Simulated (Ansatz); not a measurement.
The same calculation of CH8OSiSn, SMILES C[SiH2][SnH2][OH] as a Python script and as an input file (Ansatz 0.2.0, Python API).

`opt_ch8osisn.py`:
```python
# -*- coding: utf-8 -*-
"""Relax the CH8OSiSn molecule."""

import itertools

import ansatz as az
from ase.data import atomic_numbers, covalent_radii
import numpy as np


def main():
    ch8osisn = (
        az.Crystal.molecule()
        .atom("C", (0.1595, 2.0106, 0.1287))
        .atom("Si", (-0.8346, 0.4447, 0.2118))
        .atom("Sn", (0.7317, -1.4641, -0.1314))
        .atom("O", (-0.1587, -3.164, -0.0313))
        .atom("H", (-0.5872, 2.8962, 0.2443))
        .atom("H", (0.887, 2.0916, 0.908))
        .atom("H", (0.6222, 2.1425, -0.8735))
        .atom("H", (-1.4323, 0.3484, 1.5245))
        .atom("H", (-1.8538, 0.4339, -0.797))
        .atom("H", (1.5322, -1.3155, -1.6613))
        .atom("H", (1.9729, -1.4298, 1.1598))
        .atom("H", (-0.962, -3.0497, -0.6486))
    )

    base = ch8osisn.calculation().basis(gaussian="def2-SVP").functional("r2scan")
    symbols = [site.symbol for site in ch8osisn.cartesian_sites]
    start = np.array([site.position_ang for site in ch8osisn.cartesian_sites], dtype=float)
    def progress(event):
        if event["event"] == "relax_step":
            row = event["data"]
            print(f"step {row['step']:3d}  E = {row['lagrangian_ev']:.6f} eV  largest force component {row['allowed_force_max_ev_ang']:.4f} eV/A")


    r = base.relax(force_tolerance=0.005).session().plan().execute(on_event=progress).report
    end = np.array(r["positions_ang"])

    print("reference energy %16.6f eV" % r["reference_energy_ev"])
    print("total energy     %16.6f eV" % r["free_energy_ev"])
    print("occupied orbitals outside the frozen core (up, down):", r["n_occupied"], " frozen:", r["n_frozen"], " virtual:", r["n_virtual"])

    # pairs closer than 1.2 times the sum of covalent radii, before or after
    radius = [covalent_radii[atomic_numbers[s]] for s in symbols]
    span = lambda where, i, j: np.linalg.norm(where[i] - where[j])
    bonded = [(i, j) for i, j in itertools.combinations(range(len(symbols)), 2) if min(span(start, i, j), span(end, i, j)) < 1.2 * (radius[i] + radius[j])]
    print("pair        before    after (A)")
    for i, j in bonded:
        print(f"{symbols[i]}{i}-{symbols[j]}{j}".ljust(10), f"{span(start, i, j):8.4f} {span(end, i, j):8.4f}")

    charges = r["charge_distribution"]
    print("dipole moment", round(4.803205 * float(np.linalg.norm(charges["dipole_moment_e_ang"])), 3), "D")
    print("Mulliken:", [(s, round(q, 3)) for s, q in zip(symbols, charges["mulliken_charges_e"])])
    with open("ch8osisn_opt.xyz", "w") as handle:
        handle.write(f"{len(symbols)}\nrelaxed CH8OSiSn\n")
        handle.writelines(f"{s:2s} {x:11.6f} {y:11.6f} {z:11.6f}\n" for s, (x, y, z) in zip(symbols, end))


if __name__ == "__main__":
    main()
```

Running `python opt_ch8osisn.py` prints:
```text
step   1  E = -16917.847352 eV  largest force component 2.6812 eV/A
step   2  E = -16918.232356 eV  largest force component 0.9432 eV/A
step   3  E = -16918.277184 eV  largest force component 0.4946 eV/A
step   4  E = -16918.282453 eV  largest force component 0.5688 eV/A
step   5  E = -16918.291811 eV  largest force component 0.0654 eV/A
step   6  E = -16918.292259 eV  largest force component 0.0304 eV/A
step   7  E = -16918.292293 eV  largest force component 0.0279 eV/A
step   8  E = -16918.292525 eV  largest force component 0.0127 eV/A
step   9  E = -16918.292544 eV  largest force component 0.0027 eV/A
reference energy    -16918.292557 eV
total energy        -16918.292557 eV
occupied orbitals outside the frozen core (up, down): [29, 29]  frozen: 0  virtual: [83, 83]
pair        before    after (A)
C0-Si1       1.8567   1.8868
C0-H4        1.1641   1.1018
C0-H5        1.0692   1.1012
C0-H6        1.1117   1.1012
Si1-Sn2      2.4929   2.5846
Si1-H7       1.4456   1.4960
Si1-H8       1.4341   1.4978
Sn2-O3       1.9216   2.0061
Sn2-H9       1.7331   1.7279
Sn2-H10      1.7914   1.7139
O3-H11       1.0195   0.9670
dipole moment 2.775 D
Mulliken: [('C', -0.348), ('Si', 0.188), ('Sn', 0.54), ('O', -0.499), ('H', 0.086), ('H', 0.082), ('H', 0.081), ('H', -0.05), ('H', -0.061), ('H', -0.114), ('H', -0.091), ('H', 0.186)]
```

`input.yaml`:
```yaml
crystal:
  periodic: [false, false, false]
  atoms:
    - { symbol: C, position_ang: [0.1595, 2.0106, 0.1287] }
    - { symbol: Si, position_ang: [-0.8346, 0.4447, 0.2118] }
    - { symbol: Sn, position_ang: [0.7317, -1.4641, -0.1314] }
    - { symbol: O, position_ang: [-0.1587, -3.164, -0.0313] }
    - { symbol: H, position_ang: [-0.5872, 2.8962, 0.2443] }
    - { symbol: H, position_ang: [0.887, 2.0916, 0.908] }
    - { symbol: H, position_ang: [0.6222, 2.1425, -0.8735] }
    - { symbol: H, position_ang: [-1.4323, 0.3484, 1.5245] }
    - { symbol: H, position_ang: [-1.8538, 0.4339, -0.797] }
    - { symbol: H, position_ang: [1.5322, -1.3155, -1.6613] }
    - { symbol: H, position_ang: [1.9729, -1.4298, 1.1598] }
    - { symbol: H, position_ang: [-0.962, -3.0497, -0.6486] }
basis:
  gaussian:
    orbitals: def2-SVP
hamiltonian:
  xc: r2scan
relax:
  f_tol: 0.005
```

Caveats:
- Total energies depend on the basis set; only differences at equal settings carry meaning.
- The end point is the stationary point reached from this start; no frequency run checks that it is a minimum, and the basis set is modest.
- def2 sets replace the cores of elements past krypton by effective core potentials.
- Wall time of the script: 81 s on 1 thread of Arm Neoverse V1, with other jobs on the host, peak memory 0.25 GiB.
